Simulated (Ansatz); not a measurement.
# CH9NO2Si2: up Jacob's ladder to CCSD(T)

Aim: compute CH9NO2Si2 with functionals from several rungs and with coupled cluster, and see how far each lands from CCSD(T) at the basis-set limit for the atomisation energy.

The runs use Ansatz 0.2.0, Gaussian basis; functionals in def2-TZVPP, the program's frozen cores in correlated methods.

Levels to be run: PBE-D4, r2SCAN-D4, PBE0-D4, B3LYP-D4, ωB97X-V, ωB97M-V, B2PLYP; CCSD(T)/def2-TZVPP; MP2/def2-QZVPP; extrapolation to the limit.

## 1. The relaxed structure

An earlier PBE0-D4 in a triple-zeta def2 set relaxation fixed the geometry.

SMILES `CN([SiH3])[SiH](O)O`, 15 atoms, charge 0, spin multiplicity 1.

Atoms are counted from 1 here; the program's logs count them from 0.

Bond lengths: C1–N2 1.465 Å, C1–H7 1.094 Å, C1–H8 1.094 Å, C1–H9 1.095 Å, N2–Si3 1.725 Å, N2–Si4 1.721 Å, Si3–H10 1.491 Å, Si3–H11 1.488 Å, Si3–H12 1.486 Å, Si4–O5 1.634 Å, Si4–O6 1.638 Å, Si4–H13 1.478 Å, O5–H14 0.959 Å, O6–H15 0.958 Å. Angles: N2–C1–H7 110.9°, N2–C1–H8 110.5°, N2–C1–H9 112.3°, H7–C1–H8 107.2°, H7–C1–H9 108.2°, H8–C1–H9 107.4°, C1–N2–Si3 116.4°, C1–N2–Si4 115.4°, Si3–N2–Si4 127.7°, N2–Si3–H10 113.5°, N2–Si3–H11 108.6°, N2–Si3–H12 109.6°, H10–Si3–H11 107.4°, H10–Si3–H12 108.1°, H11–Si3–H12 109.5°, N2–Si4–O5 114.3°, N2–Si4–O6 109.3°, N2–Si4–H13 108.2° and more.

## 2. PBE-D4 (GGA)

in.yaml reads:

```yaml
crystal:
  periodic: [false, false, false]
  atoms:
    - {symbol: C, position_ang: [-0.842580, -1.370534, -0.682973]}
    - {symbol: N, position_ang: [-0.200187, -0.111832, -0.296050]}
    - {symbol: Si, position_ang: [0.725566, 0.683372, -1.514659]}
    - {symbol: Si, position_ang: [-0.302382, 0.286643, 1.375412]}
    - {symbol: O, position_ang: [0.439333, -0.778592, 2.368175]}
    - {symbol: O, position_ang: [0.390398, 1.749711, 1.625735]}
    - {symbol: H, position_ang: [-1.311320, -1.283275, -1.667871]}
    - {symbol: H, position_ang: [-1.631177, -1.633612, 0.028791]}
    - {symbol: H, position_ang: [-0.135745, -2.206660, -0.713080]}
    - {symbol: H, position_ang: [2.043387, 0.037448, -1.777627]}
    - {symbol: H, position_ang: [-0.045046, 0.659183, -2.787857]}
    - {symbol: H, position_ang: [0.973678, 2.092464, -1.111546]}
    - {symbol: H, position_ang: [-1.721778, 0.211348, 1.781446]}
    - {symbol: H, position_ang: [1.397999, -0.785860, 2.377165]}
    - {symbol: H, position_ang: [0.219855, 2.450187, 0.994929]}
basis:
  gaussian: {orbitals: def2-TZVPP}
hamiltonian: {xc: pbe, dispersion: d4}
output: {forces: true, orbitals: {seedname: orbitals}}
```

Command:

```
$ ansatz run in.yaml --threads 2 --pin off --events-out ev --progress --plain --max-ram 22528MiB --backend cuda --devices 0, --max-vram 18GiB
```

The runs that follow: r2SCAN-D4 (meta-GGA); PBE0-D4 (hybrid); B3LYP-D4 (hybrid); ωB97X-V (range-separated); ωB97M-V (range-separated); B2PLYP (double hybrid); CCSD(T) in def2-TZVPP; MP2 in def2-QZVPP.

Before running them: what should the planned runs give, taken together? Wanted: atomisation energy, CCSD(T)/CBS; farthest; mean size of error, hybrid; mean size of error, range-separated; gap, smallest and largest; T1 diagnostic; triples share of the correlation energy.

**Answer**, as computed:

```
                               quantity                                 value
        atomisation energy, CCSD(T)/CBS                         5519.3 kJ/mol
 functionals within 27.6 kJ/mol (0.5 %)    PBE-D4, B3LYP-D4, ωB97X-V, ωB97M-V
                               farthest                 B2PLYP (-86.2 kJ/mol)
             mean size of error, hybrid                           50.2 kJ/mol
    mean size of error, range-separated                            1.9 kJ/mol
              gap, smallest and largest  5.39 eV (PBE-D4), 11.92 eV (ωB97X-V)
                          T1 diagnostic                                0.0113
triples share of the correlation energy                                 3.5 %
```

PBE-D4 is off by +10.7 kJ/mol. Double hybrids carry the basis error of their MP2 part in triple zeta, and no dispersion term here, so their miss is partly the set-up's. Misses under about 27.6 kJ/mol are within the doubt on the reference itself, which lacks core-valence correlation, relativity and higher excitations. Hartree-Fock recovers 72 % of the binding; the rest is correlation. Orbital gaps span 5.4 to 11.9 eV; exact exchange widens them.
